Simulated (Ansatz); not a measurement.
# GdY2O2: the cost of one run

Computed with Ansatz 0.2.0 (DFT PBE, scalar-relativistic, plane waves, PAW, unless a step's input says otherwise).

## (1) The starting structure

It takes space group P-3m1 (No. 164, trigonal). Conventional cell: a = 4.059 Å, b = 4.059 Å, c = 6.626 Å, α = 90.00°, β = 90.00°, γ = 120.00°. Y (site symmetry 3m) is surrounded by 4 O at 2.49 to 2.62 Å. Gd (site symmetry -3m) has 6 O at 2.82 Å as nearest neighbours. Around O (site symmetry 3m) lie 4 Y at 2.49 to 2.62 Å and 3 Gd at 2.82 Å.

Structure file:

```xyz
5
Lattice="4.0586 0.0000 0.0000 -2.0293 3.5148 0.0000 0.0000 0.0000 6.6260" Properties=species:S:1:pos:R:3 pbc="T T T"
Y     0.0000    2.3432    4.1959
Y     2.0293    1.1716    2.4300
Gd    0.0000    0.0000    0.0000
O     0.0000    2.3432    1.5747
O     2.0293    1.1716    5.0512
```

A structure generator made this guess: species swapped into a database cell of CaCd2As2 (P-3m1, No. 164), with Gd on the Ca sites, Y on the Cd sites and O on the As sites. Its size is a rough estimate.

## (2) Probe: one point on a coarse mesh

Input file input.yaml:

```yaml
crystal:
  lattice:
    - [4.05855075, 0.0, 0.0]
    - [-2.02927538, 3.51480805, 0.0]
    - [0.0, 0.0, 6.62595361]
  atoms:
    - { symbol: "Y", position: [0.33333333, 0.66666667, 0.63325411] }
    - { symbol: "Y", position: [0.66666667, 0.33333333, 0.36674589] }
    - { symbol: Gd, position: [0.0, 0.0, 0.0], spin: 7.0 }
    - { symbol: O, position: [0.33333333, 0.66666667, 0.23765983] }
    - { symbol: O, position: [0.66666667, 0.33333333, 0.76234017] }
basis:
  ecutwfc: 420
kpoints:
  mp_grid: { grid: [6, 6, 4] }
hamiltonian:
  xc: pbe
scf:
  occupations: { method: gaussian, width: 0.1 }
  lower_state_search: "off"
output:
  forces: true
  stress: true
  eigenvalues: true
  populations: true
magnetization:
  spin_polarized: true
```

Command:

```bash
$ ansatz run input.yaml --threads 1 --pin off --max-ram 2560MiB --backend cpu --events-out ev --progress --plain --runs-dir out
```

Q: Estimate wall time and peak memory on 1 thread of Intel Xeon at 2.70GHz, shared host.

About 30 s, with a peak of 0.48 GiB.
